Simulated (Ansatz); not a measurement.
# BFH₅InSSi: basis-set convergence

How large a basis does BFH₅InSSi need? Two functionals are run in growing sets.

The runs use Ansatz 0.2.0, Gaussian basis; one geometry, several basis sets.

Plan: PBE0-D4/def2-SVP; ωB97M-V/def2-SVP; PBE0-D4/def2-QZVPP; ωB97M-V/def2-QZVPP; the functionals' def2-TZVPP values are taken from earlier runs.

**1. The relaxed structure**

All runs share one geometry, relaxed beforehand with PBE0-D4 in a triple-zeta def2 set. In takes the def2 core potential; no spin-orbit term is included.

SMILES `B[SiH](F)[S][InH2]`, 10 atoms, charge 0, spin multiplicity 1.

Atoms are counted from 1 here; the program's logs count them from 0.

Bond lengths: B1–Si2 1.932 Å, B1–H6 1.190 Å, B1–H7 1.248 Å, Si2–F3 1.594 Å, Si2–S4 2.173 Å, Si2–H8 1.479 Å, S4–In5 2.496 Å, In5–H9 1.700 Å, In5–H10 1.696 Å. Angles: Si2–B1–H6 127.2°, Si2–B1–H7 115.3°, H6–B1–H7 113.4°, B1–Si2–F3 122.9°, B1–Si2–S4 60.8°, B1–Si2–H8 128.6°, F3–Si2–S4 111.3°, F3–Si2–H8 107.1°, S4–Si2–H8 113.2°, Si2–S4–In5 95.0°, S4–In5–H9 111.8°, S4–In5–H10 107.5°, H9–In5–H10 139.0°.

**2. PBE0-D4 in def2-SVP**

The input, in.yaml:

```yaml
crystal:
  periodic: [false, false, false]
  atoms:
    - {symbol: B, position_ang: [1.063990, -0.276947, 0.274182]}
    - {symbol: Si, position_ang: [-0.342904, -1.596430, 0.172641]}
    - {symbol: F, position_ang: [-0.076299, -3.120121, -0.213041]}
    - {symbol: S, position_ang: [-0.000736, -0.280930, -1.522510]}
    - {symbol: In, position_ang: [-0.511420, 1.819196, -0.274037]}
    - {symbol: H, position_ang: [2.230552, -0.456661, 0.121355]}
    - {symbol: H, position_ang: [0.804840, 0.726732, 0.968598]}
    - {symbol: H, position_ang: [-1.721930, -1.517033, 0.701334]}
    - {symbol: H, position_ang: [-1.881769, 1.647665, 0.718022]}
    - {symbol: H, position_ang: [0.435678, 3.054530, -0.946554]}
basis:
  gaussian: {orbitals: def2-SVP}
hamiltonian: {xc: pbe0, dispersion: d4}
output: {orbitals: {seedname: orbitals}}
```

Command:

```bash
$ ansatz run in.yaml --threads 4 --pin off --events-out ev --progress --plain --max-ram 10444MiB
```

Further steps of the session: ωB97M-V in def2-SVP; PBE0-D4 in def2-QZVPP; ωB97M-V in def2-QZVPP.

Q: Predict the results of all the runs planned. Wanted: PBE0-D4: double and triple zeta above quadruple; ωB97M-V: double and triple zeta above quadruple.

The runs gave:

| quantity | value |
| --- | --- |
| PBE0-D4: double and triple zeta above quadruple | 11.98, 0.84 eV |
| ωB97M-V: double and triple zeta above quadruple | 12.04, 0.79 eV |

PBE0-D4 gains 11.14 eV from double to triple zeta, then 0.84 eV more. These are total energies; as a rule much of such shifts cancels in differences, which this series doesn't test.
